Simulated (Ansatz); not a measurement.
**SnH5O2 radical (built from SMILES [O]O.[SnH4]): search for a transition state**

Aim: find the saddle point of a hydrogen abstraction that is to form H1–O3 and break H1–Sn2, prove it by its vibrations, and relax downhill on both sides to see what it joins.

Program: Ansatz 0.2.0, Gaussian basis. Level of theory: PBE0-D4, def2-SVP first, then def2-TZVP. These are calculated values, not measurements.

143 further runs of the same task are left out: 143 set aside as unsound or not needed. Runs told in other sessions of the task aren't counted.

**1. The system as given**

The guess: 8 atoms, charge 0, spin multiplicity 2.

Atoms are counted from 1 here; the program's logs count them from 0.

Bond lengths: H1–O3 1.265 Å, Sn2–H5 1.754 Å, Sn2–H6 1.756 Å, Sn2–H7 1.762 Å, O3–O4 1.390 Å, O4–H8 0.967 Å. Angles: H5–Sn2–H6 103.3°, H5–Sn2–H7 102.6°, H6–Sn2–H7 103.3°, H1–O3–O4 103.9°, O3–O4–H8 104.3°.

As a file:

```
H    -0.75580   -0.63570   -0.71850
Sn    1.33190   -0.07000   -0.11880
O    -2.00080   -0.60760   -0.49680
O    -2.10520    0.01930    0.73920
H     1.53340    1.02130    1.23900
H     2.45780   -1.36930    0.23610
H     2.12070    0.80220   -1.43160
H    -2.58200    0.83970    0.55150
```

Distances that are to change: H1–O3 1.26 Å, H1–Sn2 2.24 Å.

**2. Relaxing the guess with the reacting distances held**

File hold/in.yaml:

```yaml
crystal:
  periodic: [false, false, false]
  atoms:
    - {symbol: H, position_ang: [-0.755800, -0.635700, -0.718500]}
    - {symbol: Sn, position_ang: [1.331900, -0.070000, -0.118800]}
    - {symbol: O, position_ang: [-2.000800, -0.607600, -0.496800]}
    - {symbol: O, position_ang: [-2.105200, 0.019300, 0.739200]}
    - {symbol: H, position_ang: [1.533400, 1.021300, 1.239000]}
    - {symbol: H, position_ang: [2.457800, -1.369300, 0.236100]}
    - {symbol: H, position_ang: [2.120700, 0.802200, -1.431600]}
    - {symbol: H, position_ang: [-2.582000, 0.839700, 0.551500]}
basis:
  gaussian: {orbitals: def2-SVP}
magnetization: {spin_polarized: true, initial_magnetization: 1}
hamiltonian: {xc: pbe0, dispersion: d4}
relax: {f_tol: 0.04, max_steps: 150, escape_saddle: false, constraints: [{distance: [0, 2]}, {distance: [0, 1]}]}
```

Run with:

```bash
$ ansatz run in.yaml --threads 4 --pin off --events-out ev --progress --plain --max-ram 9574MiB
```

The runs that follow: A starting Hessian; Saddle search in the small basis; Saddle search in triple zeta; Checking the order of the point; Relaxing after a step of 0.30 Å one way along the mode; Relaxing after a step of 0.30 Å the other way along the mode.

**Question.** What will these runs give? Wanted: imaginary mode; barrier from the start side; barrier from the end side; energy of the step; pairs that change; zero-point energy at the saddle.

The runs gave:

| quantity | value |
| --- | --- |
| imaginary mode | 1072i cm⁻¹ |
| barrier from the start side | 0.472 eV |
| barrier from the end side | 0.783 eV |
| energy of the step | -0.311 eV |
| pairs that change | H1–O3 formed, H1–Sn2 broken |
| zero-point energy at the saddle | 1.075 eV |

What this shows: The point has a single imaginary mode (1072i cm⁻¹), as a transition state must. The two relaxations end on the structures that were planned. At PBE0-D4/def2-TZVP the electronic barrier is 0.472 eV, about 18 kT at 298 K, and the step runs 0.311 eV downhill. The barrier is thin enough for tunnelling; the leading (Wigner) term alone is a factor of 2.1 at 298 K. A step off the saddle overshot and began above it in energy, so the link to its end is likely but not proven.
